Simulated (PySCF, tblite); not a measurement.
# C2H13NSi3: geometry, infrared bands and NMR shifts

Wanted: the infrared bands and NMR shifts of C2H13NSi3 (`CN(C)[SiH2][SiH2][SiH3]`), by calculation.

Computed with tblite 0.8.0 and PySCF 2.14.0, with density-fitted response routines of our own, on a single molecule in the gas phase. Atoms are numbered from 0 throughout.

## 1. The starting structure

19 atoms, charge 0, multiplicity 1; geometry from: force field or distance geometry start.

Bonds of the start (Å): C0–N1 1.43, N1–C2 1.43, N1–Si3 1.78, Si3–Si4 2.26, Si4–Si5 2.25, C0–H6 1.11, C0–H7 1.10, C0–H8 1.12, C2–H9 1.12, C2–H10 1.11, C2–H11 1.12, Si3–H12 1.47, Si3–H13 1.47, Si4–H14 1.46, Si4–H15 1.46, Si5–H16 1.48, Si5–H17 1.46, Si5–H18 1.46.

## 2. Geometry optimisation with GFN2-xTB

The job: settings as JSON, then the geometry in Å.

```
{"job": {"kind": "relax", "xc": "GFN2-xTB", "basis": "xTB"}, "charge": 0, "multiplicity": 1}
C     -1.046300    -0.771300    -1.363500
N     -1.217200    -0.299400    -0.029000
C     -2.560800    -0.114500     0.408400
Si    -0.227800     1.122100     0.385900
Si     1.600500     0.294900     1.420100
Si     2.930400    -0.320000    -0.289100
H     -1.989700    -0.628300    -1.921200
H     -0.191500    -0.332700    -1.895100
H     -0.854200    -1.871800    -1.303700
H     -3.216300    -0.957300     0.083300
H     -2.536400    -0.030400     1.519000
H     -2.933700     0.871000     0.035700
H     -0.929600     2.073900     1.258000
H      0.220300     1.819800    -0.832600
H      1.179500    -0.905500     2.141500
H      2.224100     1.264400     2.312100
H      3.237100     0.929300    -1.016300
H      2.180400    -1.183200    -1.200100
H      4.121600    -0.951900     0.278900
```

On the command line:

```bash
$ OMP_NUM_THREADS=1 python probes_run.py task.json out
```

This one command runs all jobs of the session in turn.

**Question.** This job is followed by: GFN2-xTB harmonic vibrations, gas phase; GIAO PBE0/pcSseg-1 NMR shielding, non-relativistic, gas phase. Predict these results of the whole session: strongest single infrared mode (GFN2-xTB); zero-point energy (GFN2-xTB); ¹³C shifts against TMS (PBE0/pcSseg-1, means over atoms taken as alike); ¹H shifts against TMS (PBE0/pcSseg-1, means over atoms taken as alike); ¹⁵N shifts against NH3 (PBE0/pcSseg-1); ²⁹Si shifts against TMS (PBE0/pcSseg-1).

The runs gave:

```
                                                               quantity                       value
                              strongest single infrared mode (GFN2-xTB)        611 cm⁻¹, 721 km/mol
                                           zero-point energy (GFN2-xTB)               86.0 kcal/mol
¹³C shifts against TMS (PBE0/pcSseg-1, means over atoms taken as alike)                    42.9 ppm
 ¹H shifts against TMS (PBE0/pcSseg-1, means over atoms taken as alike)  5.11, 3.63, 3.25, 2.57 ppm
                                 ¹⁵N shifts against NH3 (PBE0/pcSseg-1)                    11.5 ppm
                                ²⁹Si shifts against TMS (PBE0/pcSseg-1)   -35.2, -116.4, -138.5 ppm
```

What this shows: The optimisation took 292 steps and gained 0.788 eV; among the close pairs (by a distance rule), Si3–Si4 changed most, from 2.258 to 2.326 Å. No mode is imaginary among the 51: a minimum at this level. The strongest single mode, at 611 cm⁻¹, moves mainly H14 and H15. GFN2-xTB is a fitted tight-binding method: band positions and strengths are rough. Its intensities can rank the bands wrongly. At PBE0/pcSseg-1: Shielding is most anisotropic at Si3 (span 141 ppm, paramagnetic term -497 ppm).
